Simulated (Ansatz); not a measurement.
# BrGaH₄O₂Si: one species, many methods

The task here is to estimate one member of a computed series from the others.

Computed with Ansatz 0.2.0, Gaussian basis. Level: functionals in def2-TZVPP, the program's frozen cores in correlated methods.

Levels to be run: LDA (SPW92), PBE-D4, revPBE-D4, BLYP-D4, r2SCAN-D4, B97M-V, PBE0-D4, B3LYP-D4, r2SCANh-D4, r2SCAN0-D4, HSE06-D4, BHLYP-D4, CAM-B3LYP-D4, LC-ωPBE, ωB97X-V, ωB97M-V, B2PLYP, PBE-QIDH; CCSD(T)/def2-SVP; CCSD(T)/def2-TZVPP; MP2/def2-QZVPP; extrapolation to the limit; RPA on PBE.

### The geometry

The geometry comes from an earlier relaxation with PBE0-D4 in a triple-zeta def2 set; it is a stationary point, not always the lowest conformer.

SMILES `[OH][Ga]([Br])[O][SiH3]`, 9 atoms, charge 0, spin multiplicity 1.

Atoms are counted from 1 here; the program's logs count them from 0.

Bond lengths: O1–Ga2 1.766 Å, O1–H6 0.961 Å, Ga2–Br3 2.256 Å, Ga2–O4 1.766 Å, O4–Si5 1.639 Å, Si5–H7 1.485 Å, Si5–H8 1.488 Å, Si5–H9 1.487 Å. Angles: Ga2–O1–H6 112.3°, O1–Ga2–Br3 120.1°, O1–Ga2–O4 118.7°, Br3–Ga2–O4 121.2°, Ga2–O4–Si5 138.4°, O4–Si5–H7 108.4°, O4–Si5–H8 111.2°, O4–Si5–H9 110.1°, H7–Si5–H8 109.2°, H7–Si5–H9 109.2°, H8–Si5–H9 108.7°.

The first run:

in.yaml

```yaml
crystal:
  periodic: [false, false, false]
  atoms:
    - {symbol: O, position_ang: [2.552062, 1.465434, 0.354776]}
    - {symbol: Ga, position_ang: [1.423800, 0.109184, 0.275263]}
    - {symbol: Br, position_ang: [2.150021, -1.992547, 0.656057]}
    - {symbol: O, position_ang: [-0.268698, 0.437135, -0.106922]}
    - {symbol: Si, position_ang: [-1.667617, -0.395962, -0.293022]}
    - {symbol: H, position_ang: [2.123982, 2.306979, 0.174519]}
    - {symbol: H, position_ang: [-2.488346, 0.291559, -1.322191]}
    - {symbol: H, position_ang: [-1.406496, -1.794695, -0.728457]}
    - {symbol: H, position_ang: [-2.418708, -0.427097, 0.989987]}
basis:
  gaussian: {orbitals: def2-TZVPP}
hamiltonian: {xc: lda}
output: {orbitals: {seedname: orbitals}}
```

Run with:

```bash
$ ansatz run in.yaml --threads 2 --pin off --events-out ev --progress --plain --max-ram 20480MiB --backend cpu
```

Among the steps run: LDA; PBE-D4 (GGA); revPBE-D4 (GGA); BLYP-D4 (GGA); r2SCAN-D4 (meta-GGA); B97M-V (meta-GGA); B3LYP-D4 (hybrid); r2SCANh-D4 (hybrid); r2SCAN0-D4 (hybrid); HSE06-D4 (hybrid); BHLYP-D4 (hybrid); CAM-B3LYP-D4 (range-separated); LC-ωPBE (range-separated); ωB97X-V (range-separated); ωB97M-V (range-separated); B2PLYP (double hybrid); PBE-QIDH (double hybrid).

One of the session's tables, all rows but one given; the rest of the session is left out.

It belongs to the step «Frontier levels by functional». 

```
  functional  HOMO (eV)  LUMO (eV)  gap (eV)
 LDA (SPW92)      -7.51      -2.74      4.76
      PBE-D4      -7.38      -2.43      4.95
   revPBE-D4      -7.33      -2.30      5.04
     BLYP-D4      -7.27      -2.40      4.87
   r2SCAN-D4      -7.75      -2.13      5.62
      B97M-V      -7.83      -2.28      5.55
     PBE0-D4      -8.79      -1.49      7.30
    B3LYP-D4      -8.53      -1.83      6.70
  r2SCANh-D4      -8.27      -1.80      6.47
  r2SCAN0-D4      -9.03      -1.31      7.72
    HSE06-D4          ?          ?         ?
    BHLYP-D4      -9.98      -0.62      9.36
CAM-B3LYP-D4     -10.15      -0.56      9.59
     LC-ωPBE     -11.55       0.78     12.33
     ωB97X-V     -11.19       0.57     11.76
     ωB97M-V     -11.06       0.34     11.40
```

Estimate the missing values for HSE06-D4.

The run gave: HOMO (eV): -8.39; LUMO (eV): -1.86; gap (eV): 6.53. In the column «HOMO (eV)» it lies between B3LYP-D4 (-8.53) and r2SCANh-D4 (-8.27).
